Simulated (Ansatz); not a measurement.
**NaGeH (singlet): from Hartree-Fock to the top rungs at angle Na2–Ge1–H3 = 140.4°, cc-pVDZ**

How much of the correlation energy of NaGeH (singlet) does each wave-function method recover here?

Program: Ansatz 0.2.0, Gaussian basis. Level of theory: cc-pVDZ, core rule «outside noble gas», up to 19 orbitals frozen. These are calculated values, not measurements.

The runs, in order: UHF; CCSD(T) on RHF; CCSD(T) on UHF; BCCD(T) on RHF; CISD; CCSDT(Q) on RHF; CCSDT(Q) on UHF; CCSDTQ on RHF; CASSCF and MRCISD+Q, 2 electrons in 2 orbitals; CASSCF and NEVPT2, 2 electrons in 2 orbitals.

28 further runs of the same task are left out: 16 for a known fault of the program, 10 that didn't finish, 2 set aside as unsound or not needed. Runs told in other sessions of the task aren't counted.

## Step 1: The system

The geometry derives from a PBE0/def2-TZVP stationary point (not a proven minimum). One angle is set to the value named; bond lengths are kept. No spin-orbit coupling is included. The filled d shell of Ge may be among the frozen orbitals whatever the setting's name suggests.

3 atoms, charge 0, spin multiplicity 1.

Atoms are counted from 1 here; the program's logs count them from 0.

Bond lengths: Ge1–H3 1.609 Å.

## Step 2: UHF

Input file in.yaml:

```yaml
crystal:
  periodic: [false, false, false]
  atoms:
    - {symbol: Ge, position_ang: [0.000000, -0.060712, 0.645385]}
    - {symbol: Na, position_ang: [0.000000, -1.349126, -1.943790]}
    - {symbol: H, position_ang: [0.000000, 1.409838, 1.298405]}
basis:
  gaussian: {orbitals: cc-pVDZ}
magnetization: {spin_polarized: true, initial_magnetization: 0}
hamiltonian: {xc: hf}
output: {orbitals: {seedname: orbitals}}
```

Launch:

```console
$ ansatz run in.yaml --threads 1 --pin off --events-out ev --progress --plain --max-ram 2393MiB
```

After this run come: CCSD(T) on RHF; CCSD(T) on UHF; BCCD(T) on RHF; CISD; CCSDT(Q) on RHF; CCSDT(Q) on UHF; CCSDTQ on RHF; CASSCF and MRCISD+Q, 2 electrons in 2 orbitals; CASSCF and NEVPT2, 2 electrons in 2 orbitals.

Before running them: what should the planned runs give, taken together? Wanted: RCCSDTQ from the RHF energy; RMP2 from RCCSDTQ; RCCSD from RCCSDTQ; RCCSD(T) from RCCSDTQ; RCCSDT(Q) from RCCSDTQ; MRCISD+Q pair from RCCSDTQ; T1 diagnostic.

The runs gave:

| quantity | value |
| --- | --- |
| RCCSDTQ from the RHF energy | -3.1401 eV |
| RMP2 from RCCSDTQ | +82.1 kJ/mol |
| RCCSD from RCCSDTQ | +14.3 kJ/mol |
| RCCSD(T) from RCCSDTQ | +4.5 kJ/mol |
| RCCSDT(Q) from RCCSDTQ | +0.3 kJ/mol |
| MRCISD+Q pair from RCCSDTQ | -0.6 kJ/mol |
| levels within 1 kcal/mol (43 meV) | RCCSDT, RCCSDT(Q), MRCISD+Q pair |
| T1 diagnostic | 0.031 |

**Reading.** RCCSD(T) lands +4.5 kJ/mol from the yardstick (1.5 % of the correlation energy). These misses are within one basis, not against nature.

The restricted and unrestricted ladders end 0.58 eV apart at CCSDT(Q), which points to two states or an unsound top rung; rows of one don't measure the error of the other.
